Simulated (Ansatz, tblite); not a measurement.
# (BeO)8 cage of four- and six-membered rings (Be8O8): one state, many levels

One table from this session's results is given with a row withheld; the runs are named, their logs left out.

Computed with Ansatz 0.2.0, Gaussian basis. Level: as each input shows.

Levels to be run: GFN1-xTB, GFN2-xTB, PBE-D4/def2-TZVP, r2SCAN-D4/def2-TZVP, PBE-QIDH/def2-TZVP, r2SCANh-D4/def2-TZVP, PBE-D4/def2-SVP, PBE0-D4/def2-SVP, HF/STO-3G, HF/6-31G, B3LYP-D4/6-31G, MP2/def2-SVP.

## The structure

The singlet was relaxed beforehand with PBE0-D4/def2-SVP.

16 atoms, charge 0, spin multiplicity 1.

Bond lengths: Be1–O2 1.564 Å, Be1–O4 1.648 Å, Be1–O6 1.567 Å, O2–Be3 1.648 Å, O2–Be9 1.578 Å, Be3–O4 1.564 Å, Be3–O10 1.567 Å, O4–Be5 1.578 Å, Be5–O6 1.663 Å, Be5–O12 1.541 Å, O6–Be7 1.541 Å, Be7–O8 1.663 Å, Be7–O13 1.578 Å, O8–Be9 1.541 Å, O8–Be14 1.567 Å, Be9–O10 1.663 Å, O10–Be11 1.541 Å, Be11–O12 1.663 Å and more. Angles: O2–Be1–O4 99.6°, O2–Be1–O6 125.7°, O4–Be1–O6 98.3°, Be1–O2–Be3 79.2°, Be1–O2–Be9 104.5°, Be3–O2–Be9 81.5°, O2–Be3–O4 99.6°, O2–Be3–O10 98.3°, O4–Be3–O10 125.7°, Be1–O4–Be3 79.2°, Be1–O4–Be5 81.5°, Be3–O4–Be5 104.5°, O4–Be5–O6 97.2°, O4–Be5–O12 126.4°, O6–Be5–O12 119.6°, Be1–O6–Be5 81.4°, Be1–O6–Be7 118.3°, Be5–O6–Be7 108.0° and more.

PBE0-D4/def2-TZVP was run before; its log isn't repeated, and its numbers join the tables.

The first run:

Tight binding, by tblite at 300 K electronic temperature and without a spin-polarisation term:

```python
tblite.interface.Calculator('GFN1-xTB', numbers, positions, charge=0, uhf=0).singlepoint()
```

Tight binding, by tblite at 300 K electronic temperature and without a spin-polarisation term:

```python
tblite.interface.Calculator('GFN2-xTB', numbers, positions, charge=0, uhf=0).singlepoint()
```

start.molden holds the orbitals of an earlier run on this state, given as this run's starting guess.

The input, in.yaml:

```yaml
crystal:
  periodic: [false, false, false]
  atoms:
    - {symbol: Be, position_ang: [-1.026839, 0.037295, 1.944472]}
    - {symbol: O, position_ang: [-0.108873, -1.218351, 2.107981]}
    - {symbol: Be, position_ang: [1.020909, -0.029389, 1.947711]}
    - {symbol: O, position_ang: [0.102482, 1.226926, 2.103319]}
    - {symbol: Be, position_ang: [-0.374216, 1.552857, 0.634762]}
    - {symbol: O, position_ang: [-1.680143, 0.523847, 0.605544]}
    - {symbol: Be, position_ang: [-1.550615, -0.374565, -0.640078]}
    - {symbol: O, position_ang: [-0.521680, -1.680450, -0.606539]}
    - {symbol: Be, position_ang: [0.372290, -1.550291, 0.642210]}
    - {symbol: O, position_ang: [1.678298, -0.521350, 0.612776]}
    - {symbol: Be, position_ang: [1.552548, 0.371954, -0.636890]}
    - {symbol: O, position_ang: [0.523532, 1.677988, -0.611787]}
    - {symbol: O, position_ang: [-1.219448, 0.101400, -2.107718]}
    - {symbol: Be, position_ang: [-0.030402, -1.027832, -1.944062]}
    - {symbol: O, position_ang: [1.225831, -0.109958, -2.103580]}
    - {symbol: Be, position_ang: [0.036304, 1.019910, -1.948122]}
basis:
  gaussian: {orbitals: def2-TZVP, initial_orbitals: start.molden}
hamiltonian: {xc: pbe, dispersion: d4}
scf: {omitted_lower_state_checks: [starts]}
output: {orbitals: {seedname: orbitals}}
```

The run is started by

```console
ansatz run in.yaml --threads 4 --pin off --events-out ev --progress --plain --max-ram 6963MiB
```

Steps of the session up to this table: PBE-D4/def2-TZVP; r2SCAN-D4/def2-TZVP; PBE-QIDH/def2-TZVP; r2SCANh-D4/def2-TZVP; PBE-D4/def2-SVP; PBE0-D4/def2-SVP; HF/STO-3G; HF/6-31G; B3LYP-D4/6-31G; MP2/def2-SVP.

One table of the session follows, with a row left open; its other results are not shown here.

It belongs to the step «Binding energy». 

| level | binding an atom (eV) |
| --- | --- |
| HF/STO-3G | 4.252 |
| HF/6-31G | 3.680 |
| HF/def2-SVP | 3.867 |
| PBE-D4/def2-SVP | ? |
| PBE-D4/def2-TZVP | 5.440 |
| r2SCAN-D4/def2-TZVP | 5.402 |
| r2SCANh-D4/def2-TZVP | 5.339 |
| B3LYP-D4/6-31G | 5.134 |
| PBE0-D4/def2-SVP | 5.276 |
| PBE0-D4/def2-TZVP | 5.273 |
| PBE-QIDH/def2-TZVP | 5.221 |
| MP2/def2-SVP | 5.085 |

**Question.** Estimate the row for PBE-D4/def2-SVP.

The run gave: binding an atom (eV): 5.466. In the column «binding an atom (eV)» it is the highest.

Caveats from the session: Free atoms were run apart at each level; binding is atoms less cluster, divided by the number of atoms, without zero-point or spin-orbit terms.
